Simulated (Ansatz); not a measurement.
Write a Python script for the Ansatz DFT code, driven from Python that makes vertical spin-state energies of CH5BClFSi, SMILES B[SiH2]C(F)Cl. Level of theory (for the species named): PBE, cc-pVDZ basis, multiplicity 1.

```tsv
atom	x (Å)	y (Å)	z (Å)
B	-0.1524	0.5918	1.6975
Si	-0.5526	0.4304	-0.2128
C	0.6187	-0.7945	-0.9575
F	0.5569	-2.0145	-0.3393
Cl	0.3500	-0.9596	-2.7060
H	-0.8588	1.3920	2.3287
H	0.6952	0.0232	2.1996
H	-1.8859	-0.0304	-0.4150
H	-0.3801	1.7507	-0.8359
H	1.6921	-0.4403	-0.7565
```

`run_spin.py`
```python
"""Gap between spin states of CH5BClFSi at one geometry."""

import warnings

import ansatz as az

BASIS = "cc-pVDZ"
XC = "pbe"

warnings.simplefilter("ignore", az.DeckWarning)

geometry_ang = [
    ("B", (-0.1524, 0.5918, 1.6975)),
    ("Si", (-0.5526, 0.4304, -0.2128)),
    ("C", (0.6187, -0.7945, -0.9575)),
    ("F", (0.5569, -2.0145, -0.3393)),
    ("Cl", (0.35, -0.9596, -2.706)),
    ("H", (-0.8588, 1.392, 2.3287)),
    ("H", (0.6952, 0.0232, 2.1996)),
    ("H", (-1.8859, -0.0304, -0.415)),
    ("H", (-0.3801, 1.7507, -0.8359)),
    ("H", (1.6921, -0.4403, -0.7565)),
]
molecule = az.Crystal.molecule()
for symbol, xyz in geometry_ang:
    molecule = molecule.atom(symbol, xyz)

calculation = molecule.calculation().basis(gaussian=BASIS).functional(XC)
found = {}
for unpaired in [0, 2]:
    data = calculation.spin("collinear", total=unpaired).run().report
    s = unpaired / 2
    found[unpaired] = data["free_energy_ev"]
    print(f"2S+1 = {unpaired + 1}: E = {found[unpaired]:.5f} eV, <S^2> = {abs(data['mean_field']['state']['spin_squared']):.3f} (pure state {s * (s + 1):.2f})")
lowest = min(found, key=found.get)
for unpaired, e in found.items():
    print(f"multiplicity {unpaired + 1}: {96.485332 * (e - found[lowest]):.1f} kJ/mol above the lowest")
```

Output of `python run_spin.py`:
```text
2S+1 = 1: E = -24895.55147 eV, <S^2> = 0.000 (pure state 0.00)
2S+1 = 3: E = -24892.61916 eV, <S^2> = 2.004 (pure state 2.00)
multiplicity 1: 0.0 kJ/mol above the lowest
multiplicity 3: 282.9 kJ/mol above the lowest
```

In order: multiplicity 1 (+0.00 eV) and multiplicity 3 (+2.93 eV), all at the one geometry.

Reading the output:
- Total energies depend on the basis set; only differences at equal settings carry meaning.
- The geometry is a force-field or estimated start, not a minimum of this method, and the basis set is short of its limit. All parts are taken at fixed geometry, without zero-point energy.
- The whole script took 13 s on 1 thread of Intel(R) Xeon(R) Platinum 8259CL CPU @ 2.50GHz (Skylake/Cascade Lake) (shared host), peak memory 0.24 GiB.

(Lines on the test bed's own set-up are left out of the output.)
